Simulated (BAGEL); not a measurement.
# BCl2F (dichlorofluoroborane) at HF/3-21G (density fitting with cc-pvqz-jkfit)

What is the vertical ionisation energy of BCl2F (dichlorofluoroborane) at HF/3-21G (density fitting with cc-pvqz-jkfit)? 

The results are computed with BAGEL 1.2.2.

2 further runs of the same task are left out: 2 set aside as unsound or not needed.

## 1. The structure to begin with

The species is BCl2F (4 atoms), meant as a singlet with charge 0. SMILES: `FB(Cl)Cl`. Geometry: relaxed at PBE0-D4/def2-TZVP.

Bond lengths: F1–B2 1.310 Å, B2–Cl3 1.739 Å, B2–Cl4 1.739 Å. Angles: F1–B2–Cl3 119.3°, F1–B2–Cl4 119.3°, Cl3–B2–Cl4 121.5°.

## 2. The energy at HF/3-21G (density fitting with cc-pvqz-jkfit)

The input, job.json:

```json
{ "bagel": [

{
  "title": "molecule",
  "basis": "3-21g",
  "df_basis": "cc-pvqz-jkfit",
  "angstrom": true,
  "geometry": [
    { "atom": "F", "xyz": [    0.114370,   -1.165320,   -0.781190 ] },
    { "atom": "B", "xyz": [    0.007910,   -0.080610,   -0.054040 ] },
    { "atom": "Cl", "xyz": [   -1.549540,    0.373780,    0.571420 ] },
    { "atom": "Cl", "xyz": [    1.427260,    0.872140,    0.263810 ] }
  ]
},
{
  "title": "hf",
  "charge": 0
},
{
  "title": "print",
  "file": "orbitals.molden",
  "orbitals": true
}

]}
```

Command:

```console
$ BAGEL_NUM_THREADS=1 BAGEL job.json > job.out
```

The log of the run:

```text
* using 1 threads per process

  ===============================================================
  ===============================================================

  *** Geometry ***

  { "atom" : "F", "xyz" : [      0.216128,     -2.202136,     -1.476235 ] },
  { "atom" : "B", "xyz" : [      0.014948,     -0.152331,     -0.102121 ] },
  { "atom" : "Cl", "xyz" : [     -2.928206,      0.706342,      1.079827 ] },
  { "atom" : "Cl", "xyz" : [      2.697131,      1.648106,      0.498529 ] },

  Number of auxiliary basis functions:      508

  Since a DF basis is specified, we compute 2- and 3-index integrals:
    o Being stored without compression. Storage requirement is 0.008 GB

  Number of basis functions:       44
  Number of electrons      :       48

    * METHOD: MOLECULE                             0.15

  *** RHF ***

  === Nuclear Repulsion ===
   181.6690727857

      * DIIS with orbital gradients will be used.

  === RHF iteration (3-21g) ===
      0      -1038.06552645          0.02395793           0.03
      1      -1038.15004293          0.01399267           0.03
      2      -1038.17538757          0.00119014           0.03
      3      -1038.17577944          0.00038266           0.03
      4      -1038.17582421          0.00004172           0.03
      5      -1038.17582508          0.00000941           0.03
      6      -1038.17582513          0.00000217           0.03
      7      -1038.17582513          0.00000064           0.03
      8      -1038.17582513          0.00000013           0.03
      9      -1038.17582513          0.00000006           0.03
     10      -1038.17582513          0.00000002           0.03
     11      -1038.17582513          0.00000000           0.03
    * SCF iteration converged.

    * Permanent dipole moment:
           (   -0.008024,     0.081780,     0.054830) a.u.

    * METHOD: HF                                   0.38

    * METHOD: PRINT                                0.00

  ===============================================================
```

Wall time 0.68 s (1 thread of Arm Neoverse V2, shared host).

## 3. The doublet cation, same level

job.json: that of step 2 with these lines changed.

```diff
@@ -6,3 +6,3 @@
   "df_basis": "cc-pvqz-jkfit",
-  "angstrom": true,
+  "angstrom": "true",
   "geometry": [
@@ -15,4 +15,5 @@
 {
-  "title": "hf",
-  "charge": 0
+  "title": "uhf",
+  "charge": 1,
+  "nopen": 1
 },
@@ -21,3 +22,3 @@
   "file": "orbitals.molden",
-  "orbitals": true
+  "orbitals": "true"
 }
```

Command:

```console
$ BAGEL_NUM_THREADS=1 BAGEL job.json > job.out
```

The log of the run:

```text
* using 1 threads per process

  ===============================================================
  ===============================================================

  *** Geometry ***

  { "atom" : "F", "xyz" : [      0.216128,     -2.202136,     -1.476235 ] },
  { "atom" : "B", "xyz" : [      0.014948,     -0.152331,     -0.102121 ] },
  { "atom" : "Cl", "xyz" : [     -2.928206,      0.706342,      1.079827 ] },
  { "atom" : "Cl", "xyz" : [      2.697131,      1.648106,      0.498529 ] },

  Number of auxiliary basis functions:      508

  Since a DF basis is specified, we compute 2- and 3-index integrals:
    o Being stored without compression. Storage requirement is 0.008 GB

  Number of basis functions:       44
  Number of electrons      :       48

    * METHOD: MOLECULE                             0.15

  *** Open-shell HF ***

  === Nuclear Repulsion ===
   181.6690727857

      * DIIS with orbital gradients will be used.

  === UHF iteration (3-21g) ===
      0      -1037.58669965          0.05006206           0.05
      1      -1037.68665271          0.03233929           0.05
      2      -1037.70820817          0.02041215           0.05
      3      -1037.72081324          0.00078098           0.05
      4      -1037.72102477          0.00034637           0.05
      5      -1037.72109297          0.00019054           0.05
      6      -1037.72112642          0.00012514           0.05
      7      -1037.72114502          0.00005759           0.05
      8      -1037.72114853          0.00002001           0.05
      9      -1037.72114892          0.00000652           0.05
     10      -1037.72114897          0.00000240           0.05
     11      -1037.72114899          0.00000091           0.05
     12      -1037.72114900          0.00000032           0.05
     13      -1037.72114900          0.00000016           0.05
     14      -1037.72114900          0.00000010           0.05
     15      -1037.72114900          0.00000006           0.05
     16      -1037.72114900          0.00000005           0.05
     17      -1037.72114900          0.00000005           0.05
     18      -1037.72114900          0.00000005           0.05
     19      -1037.72114900          0.00000004           0.05
     20      -1037.72114900          0.00000002           0.05
     21      -1037.72114900          0.00000001           0.05
    * SCF iteration converged.

    * S^2 (UHF) is 0.7762

    * Permanent dipole moment:
           (    0.042185,    -0.429813,    -0.288125) a.u.

    * METHOD: UHF                                  1.21

    * METHOD: PRINT                                0.00

  ===============================================================
```

Run time: 1.5 s. Hardware: 1 thread of Arm Neoverse V2, shared host.

## 4. Outcome

At HF/3-21G (density fitting with cc-pvqz-jkfit):

| quantity | value |
| --- | --- |
| singlet BCl2F: total energy | -1038.17583 Eh |
| singlet BCl2F: dipole moment | 0.25 D |
| singlet BCl2F: HOMO energy | -13.19 eV |
| singlet BCl2F: LUMO energy | 2.65 eV |
| singlet BCl2F: HOMO–LUMO gap | 15.84 eV |
| doublet cation: total energy | -1037.72115 Eh |
| doublet cation: ⟨S²⟩ | 0.776 |
| vertical ionisation energy (to the doublet cation) | 12.372 eV |

The vertical ionisation energy comes to 12.37 eV (285 kcal/mol). The negative HOMO energy of the first species, 13.19 eV, lies 0.82 eV above that difference.
